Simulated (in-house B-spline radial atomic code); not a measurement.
# Ho⁵⁺: ionisation energy by several methods

Aim: the ionisation energy of Ho⁵⁺ by several methods, each as the difference of two self-consistent energies (Ho⁵⁺ and the next ion, [Kr] 4d10 4f9 5s2 5p4).

Program: in-house B-spline radial atomic code version 1. Level of theory: non-relativistic, several functionals, spin-polarised, exact exchange averaged over the configuration; spherical all-electron atom at the radial basis limit. These are calculated values, not measurements, unless marked.

## 1. The system

- element: holmium (Z = 67)
- charge: +5
- electrons: 62
- configuration: [Kr] 4d10 4f9 5s2 5p5
- nucleus: point

The outer shells:

[Kr] 4d10 4f9 5s2 5p5
```
[Kr] core
4d [↑↓][↑↓][↑↓][↑↓][↑↓]
4f [↑↓][↑↓][↑ ][↑ ][↑ ][↑ ][↑ ]
5s [↑↓]
5p [↑↓][↑↓][↑ ]
```

Where spins are not typed, each open shell is filled with up spins first.

## 2. r2SCAN0, a global hybrid

The run's settings:

```ini
Z = 67
electrons = 62.0
configuration = [Kr] 4d10 4f9 5s2 5p5
hamiltonian = nr
method = r2scan0
spin_polarised = True
exact_exchange = averaged over the configuration
```

Run with:

```bash
> python run_scf.py task.json out
```

One command runs all members of the session, one after another, from task.json.

## 3. M06-2X, a global hybrid

Changes to the settings of step 2:

```diff
@@ -4,3 +4,3 @@
 hamiltonian = nr
-method = r2scan0
+method = m062x
 spin_polarised = True
```

## 4. CAM-B3LYP, a range-separated hybrid

Changes to the settings of step 3:

```diff
@@ -4,3 +4,3 @@
 hamiltonian = nr
-method = m062x
+method = camb3lyp
 spin_polarised = True
```

## 5. BHandHLYP, a global hybrid

Changes to the settings of step 4:

```diff
@@ -4,3 +4,3 @@
 hamiltonian = nr
-method = camb3lyp
+method = bhandhlyp
 spin_polarised = True
```

## 6. HSE06, a range-separated hybrid

Changes to the settings of step 5:

```diff
@@ -4,3 +4,3 @@
 hamiltonian = nr
-method = bhandhlyp
+method = hse06
 spin_polarised = True
```

Q: The tabulated ionisation energy is 95 ± 5 eV (tabulated theoretical; NIST Atomic Spectra Database). What does each method give, and which comes nearest?

**Answer**, as computed:

| method | rung | total energy (hartree) | ΔSCF (eV) | −ε highest (eV) | ΔSCF less tabulated (eV) |
| --- | --- | --- | --- | --- | --- |
| r2SCAN0 | global hybrid | -12063.0631 | 89.701 | 77.911 (4f down) | -5.299 |
| M06-2X | global hybrid | -12063.9691 | 89.066 | 83.008 (4f down) | -5.934 |
| BHandHLYP | global hybrid | -12063.0713 | 89.360 | 81.830 (4f down) | -5.640 |
| CAM-B3LYP | range-separated hybrid | -12063.5461 | 89.695 | 79.923 (4f down) | -5.305 |
| HSE06 | range-separated hybrid | -12062.4450 | 89.479 | 78.063 (4f down) | -5.521 |

What this shows: Tables give 95 ± 5 eV (tabulated theoretical; NIST Atomic Spectra Database) for the ionisation energy. r2SCAN0 misses by -5.299 eV, the least, and M06-2X by -5.934 eV (6.2 %), the most. All methods miss on the same side by much the same amount, which points to something that they share. These runs lack relativity altogether, which can outweigh the gaps between the methods, so the nearest may be so by luck. These runs leave out relativity, which matters at this nuclear charge. Open shells are averaged (over orientations, and over spins where the run is restricted), while tables refer to the lowest levels. ΔSCF removes a 5p electron, which is never the highest level here, so the two columns refer to different electrons.
